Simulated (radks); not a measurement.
# Li⁻ held by a Watson sphere

Aim: the size and levels of Li⁻ inside a shell of charge +0.97 and radius R, which stands for the Madelung well of a crystal, for several R.

The numbers are computed with radks (a radial shooting solver on a logarithmic mesh, Libxc functionals) version 1 (scalar-relativistic Kohn-Sham, LDA (Slater exchange, Perdew-Wang correlation), spin-polarised, spherical densities, finite nucleus), except any that are marked as measured or tabulated.

**1. The atom as given**

| Property | Result |
| --- | --- |
| element | lithium (Z = 3) |
| charge | -1 |
| electrons | 4 |
| configuration | [He] 2s2 |
| nuclear rms radius | 2.444 fm |

Outer shells as boxes (Hund's rule):

Li⁻
```
[He] core
2s [↑↓]
```

**2. R = 1.79 bohr**

Settings of this run:

```text
Z 3
configuration [He] 2s2
relativity scalar-relativistic
functional lda,pw
spin polarised
nucleus finite rms 2.444 fm
c 137.035999084
watson charge 0.97 radius 1.79 bohr
response adiabatic LDA kernel
```

The run is started by

```
> python run_ks.py task.json out
```

This one command runs every case of the session in turn.

**3. R = 1.94 bohr**

Changes since step 2:

```diff
@@ -7,3 +7,3 @@
 c 137.035999084
-watson charge 0.97 radius 1.79 bohr
+watson charge 0.97 radius 1.94 bohr
 response adiabatic LDA kernel
```

**4. R = 2.3 bohr**

Changes since step 3:

```diff
@@ -7,3 +7,3 @@
 c 137.035999084
-watson charge 0.97 radius 1.94 bohr
+watson charge 0.97 radius 2.3 bohr
 response adiabatic LDA kernel
```

**5. R = 2.34 bohr**

Changes since step 4:

```diff
@@ -7,3 +7,3 @@
 c 137.035999084
-watson charge 0.97 radius 2.3 bohr
+watson charge 0.97 radius 2.34 bohr
 response adiabatic LDA kernel
```

**6. R = 3.84 bohr**

Changes since step 5:

```diff
@@ -7,3 +7,3 @@
 c 137.035999084
-watson charge 0.97 radius 2.34 bohr
+watson charge 0.97 radius 3.84 bohr
 response adiabatic LDA kernel
```

**7. R = 3.89 bohr**

Changes since step 6:

```diff
@@ -7,3 +7,3 @@
 c 137.035999084
-watson charge 0.97 radius 3.84 bohr
+watson charge 0.97 radius 3.89 bohr
 response adiabatic LDA kernel
```

**8. R = 3.9 bohr**

Changes since step 7:

```diff
@@ -7,3 +7,3 @@
 c 137.035999084
-watson charge 0.97 radius 3.89 bohr
+watson charge 0.97 radius 3.9 bohr
 response adiabatic LDA kernel
```

What does the calculation give? Wanted: for each run, R; highest level; its <r>; sum of <r²>; α.

The runs gave:

```tsv
R (bohr)	highest level (eV)	its <r> (bohr)	sum of <r²> (bohr²)	α (bohr³)
1.79	-4.434	3.192	25.13	85.27
1.94	-4.382	3.235	25.74	88.29
2.3	-4.238	3.352	27.43	97.42
2.34	-4.221	3.365	27.64	98.59
3.84	-3.506	3.910	36.77	161.9
3.89	-3.482	3.928	37.10	164.6
3.9	-3.478	3.931	37.16	165.1
```

**Reading.** From R = 1.79 to 3.9 bohr the top level moves from -4.434 to -3.478 eV and its mean radius from 3.19 to 3.93 bohr. A wider sphere makes a shallower well, so the ion swells. The polarisability goes from 85.3 to 165 bohr³. Response by self-consistent Sternheimer equations with the Hartree and adiabatic LDA kernel, the relativistic mass of each level held fixed and spin-orbit coupling left out. The sphere does not respond.
